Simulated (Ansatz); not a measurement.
# AlB2ClFH3O: the cost of one run

Method: UHF/def2-SVP, in Ansatz 0.2.0.

## 1. The structure to begin with

Bond lengths: B1–B2 1.692 Å, B2–F3 1.434 Å, B2–Al4 2.029 Å, Al4–O5 1.884 Å, Al4–Cl6 2.206 Å, B1–H7 1.172 Å, B1–H8 1.154 Å, O5–H9 1.037 Å. Angles: B1–B2–F3 119.2°, B1–B2–Al4 122.5°, F3–B2–Al4 118.3°, B2–B1–H7 116.9°, B2–B1–H8 118.3°, H7–B1–H8 124.6°, B2–Al4–O5 118.4°, B2–Al4–Cl6 122.8°, O5–Al4–Cl6 118.7°, Al4–O5–H9 103.3°.

As a file:

```xyz
9

B     0.4934   -1.6380   -0.8427
B     0.6632    0.0445   -0.7978
F     1.6229    0.6742   -1.6576
Al   -0.3918    1.2115    0.4833
O    -1.7180    0.4001    1.5473
Cl   -0.1584    3.4036    0.5698
H    -0.3349   -2.1059   -0.1580
H     1.1337   -2.2334   -1.5958
H    -1.2216    0.1971    2.4344
```

## 2. Relaxing end A

input.yaml reads:

```yaml
crystal:
  periodic: [false, false, false]
  atoms:
    - { symbol: B, position_ang: [0.4934, -1.638, -0.8427] }
    - { symbol: B, position_ang: [0.6632, 0.0445, -0.7978] }
    - { symbol: F, position_ang: [1.6229, 0.6742, -1.6576] }
    - { symbol: Al, position_ang: [-0.3918, 1.2115, 0.4833] }
    - { symbol: O, position_ang: [-1.718, 0.4001, 1.5473] }
    - { symbol: Cl, position_ang: [-0.1584, 3.4036, 0.5698] }
    - { symbol: H, position_ang: [-0.3349, -2.1059, -0.158] }
    - { symbol: H, position_ang: [1.1337, -2.2334, -1.5958] }
    - { symbol: H, position_ang: [-1.2216, 0.1971, 2.4344] }
magnetization:
  spin_polarized: true
basis:
  gaussian: { orbitals: def2-SVP }
hamiltonian:
  xc: hf
relax:
  f_tol: 0.02
  max_steps: 50
```

Launch:

```sh
> ansatz run input.yaml --threads 2 --pin off --max-ram 3072MiB --backend cpu --events-out ev --progress --plain --runs-dir out
```

Q: Estimate wall time and peak memory on 2 threads of Arm Neoverse V2, shared host.

About 68 s, with a peak of 0.32 GiB.
